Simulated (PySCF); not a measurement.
# C₂H₇BrOSi: electronic excitations

Wanted: the electronic excitations of C₂H₇BrOSi (`C[C@@H](Br)[SiH2]O`), by calculation.

Computed with PySCF 2.14.0, with density-fitted response routines of our own, on a single molecule in the gas phase. Atoms are numbered from 0 throughout.

## 1. The molecule as given

12 atoms, charge 0, multiplicity 1; geometry from: GFN2-xTB.

Bonds of the start (Å): C0–C1 1.51, C1–Br2 1.99, C1–Si3 1.92, Si3–O4 1.62, C0–H5 1.09, C0–H6 1.09, C0–H7 1.09, C1–H8 1.09, Si3–H9 1.46, Si3–H10 1.45, O4–H11 0.96.

## 2. TDDFT and polarisability: B3LYP/def2-SVPD

The job: settings as JSON, then the geometry in Å.

```
{"job": {"kind": "uv", "xc": "B3LYP", "basis": "def2-SVPD", "nstates": 8, "ntriplets": 3}, "charge": 0, "multiplicity": 1}
C      1.670651    -0.351927    -0.001406
C      0.415922     0.467335     0.200158
Br     0.346959     1.899647    -1.173283
Si    -1.223702    -0.516864     0.051976
O     -2.485659     0.474572     0.241943
H      1.656064    -0.849833    -0.969211
H      1.723918    -1.114754     0.774227
H      2.568448     0.263377     0.055543
H      0.472216     1.017889     1.140311
H     -1.211652    -1.147812    -1.266197
H     -1.342282    -1.420075     1.184955
H     -2.589684     1.277759    -0.265042
```

Level: TDDFT B3LYP/def2-SVPD, vertical, gas phase, core orbitals frozen in the response.

The run is started by

```
$ OMP_NUM_THREADS=1 python probes_run.py task.json out
```

One launch serves the whole session: the jobs run in the order shown.

What will the session give for the following? lowest singlet (B3LYP/def2-SVPD); brightest single state of those computed; lowest triplet; surface potential, 1st and 99th percentile. Wanted: lowest singlet; brightest single state of those computed; lowest triplet; surface potential, 1st and 99th percentile.

**Answer**, as computed:

| quantity | value |
| --- | --- |
| lowest singlet (B3LYP/def2-SVPD) | 5.59 eV (222 nm), f = 0.013 |
| brightest single state of those computed | state 8, 7.40 eV, f = 0.061 |
| lowest triplet | 4.98 eV |
| surface potential, 1st and 99th percentile | -1.15 V and 1.85 V |

What this shows: The lowest singlet, at 5.59 eV, is HOMO→LUMO 0.97 and is weak; of the 8 states computed, the strongest absorption comes from state 8 at 7.40 eV (the last computed, so partners may be missing). The lowest triplet lies 0.60 eV below the lowest singlet (triplets in Tamm-Dancoff, singlets in full TDDFT). At B3LYP/def2-SVPD, counted by nearest atom on the grid, the HOMO lies on Br2 64 %; C1 14 %, the LUMO on Br2 45 %; C1 27 %.
